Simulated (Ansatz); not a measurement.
# CH4BClSe: up Jacob's ladder to CCSD(T)

The task here is to estimate one member of a computed series from the others.

Computed with Ansatz 0.2.0, Gaussian basis. Level: functionals in def2-TZVPP, the program's frozen cores in correlated methods.

Levels to be run: LDA (SPW92), PBE-D4, revPBE-D4, BLYP-D4, r2SCAN-D4, B97M-V, PBE0-D4, B3LYP-D4, r2SCANh-D4, r2SCAN0-D4, HSE06-D4, BHLYP-D4, CAM-B3LYP-D4, LC-ωPBE, ωB97X-V, ωB97M-V, B2PLYP, PBE-QIDH; CCSD(T)/def2-SVP; CCSD(T)/def2-TZVPP; MP2/def2-QZVPP; extrapolation to the limit; RPA on PBE.

### The geometry

An earlier PBE0-D4 in a triple-zeta def2 set relaxation fixed the geometry.

SMILES `CB(Cl)[SeH]`, 8 atoms, charge 0, spin multiplicity 1.

Atoms are counted from 1 here; the program's logs count them from 0.

Bond lengths: C1–B2 1.556 Å, C1–H5 1.095 Å, C1–H6 1.095 Å, C1–H7 1.090 Å, B2–Cl3 1.762 Å, B2–Se4 1.930 Å, Se4–H8 1.469 Å. Angles: B2–C1–H5 109.5°, B2–C1–H6 109.6°, B2–C1–H7 114.3°, H5–C1–H6 105.9°, H5–C1–H7 108.5°, H6–C1–H7 108.6°, C1–B2–Cl3 119.5°, C1–B2–Se4 125.5°, Cl3–B2–Se4 114.9°, B2–Se4–H8 95.5°.

The first run:

Input file in.yaml:

```yaml
crystal:
  periodic: [false, false, false]
  atoms:
    - {symbol: C, position_ang: [0.022332, 0.925975, -0.012075]}
    - {symbol: B, position_ang: [0.513142, -0.548461, -0.086759]}
    - {symbol: Cl, position_ang: [2.222346, -0.882340, -0.357526]}
    - {symbol: Se, position_ang: [-0.602793, -2.112982, 0.097063]}
    - {symbol: H, position_ang: [0.545486, 1.444430, 0.798656]}
    - {symbol: H, position_ang: [0.297263, 1.452629, -0.932016]}
    - {symbol: H, position_ang: [-1.051131, 1.033565, 0.143412]}
    - {symbol: H, position_ang: [-1.854546, -1.369815, 0.293345]}
basis:
  gaussian: {orbitals: def2-TZVPP}
hamiltonian: {xc: lda}
output: {orbitals: {seedname: orbitals}}
```

Command:

```bash
> ansatz run in.yaml --threads 4 --pin off --events-out ev --progress --plain --max-ram 10444MiB
```

Among the steps run: LDA; PBE-D4 (GGA); revPBE-D4 (GGA); BLYP-D4 (GGA); r2SCAN-D4 (meta-GGA); B97M-V (meta-GGA); B3LYP-D4 (hybrid); r2SCANh-D4 (hybrid); r2SCAN0-D4 (hybrid); HSE06-D4 (hybrid); BHLYP-D4 (hybrid); CAM-B3LYP-D4 (range-separated); LC-ωPBE (range-separated); ωB97X-V (range-separated); ωB97M-V (range-separated); B2PLYP (double hybrid); PBE-QIDH (double hybrid).

One table of the session follows, with a row left open; its other results are not shown here.

It belongs to the step «Frontier levels by functional». 

| functional | HOMO (eV) | gap (eV) |
| --- | --- | --- |
| LDA (SPW92) | -6.62 | 4.49 |
| PBE-D4 | ? | ? |
| revPBE-D4 | -6.41 | 4.60 |
| BLYP-D4 | -6.29 | 4.57 |
| r2SCAN-D4 | -6.74 | 5.12 |
| B97M-V | -6.76 | 5.25 |
| PBE0-D4 | -7.58 | 6.58 |
| B3LYP-D4 | -7.34 | 6.17 |
| r2SCANh-D4 | -7.15 | 5.85 |
| r2SCAN0-D4 | -7.76 | 6.93 |
| HSE06-D4 | -7.19 | 5.80 |
| BHLYP-D4 | -8.53 | 8.61 |
| CAM-B3LYP-D4 | -8.83 | 8.97 |
| LC-ωPBE | -10.18 | 11.40 |
| ωB97X-V | -9.84 | 11.01 |
| ωB97M-V | -9.70 | 10.72 |

**Question.** Estimate the row for PBE-D4.

The run gave: HOMO (eV): -6.47; gap (eV): 4.56. In the column «HOMO (eV)» it lies between LDA (SPW92) (-6.62) and revPBE-D4 (-6.41).
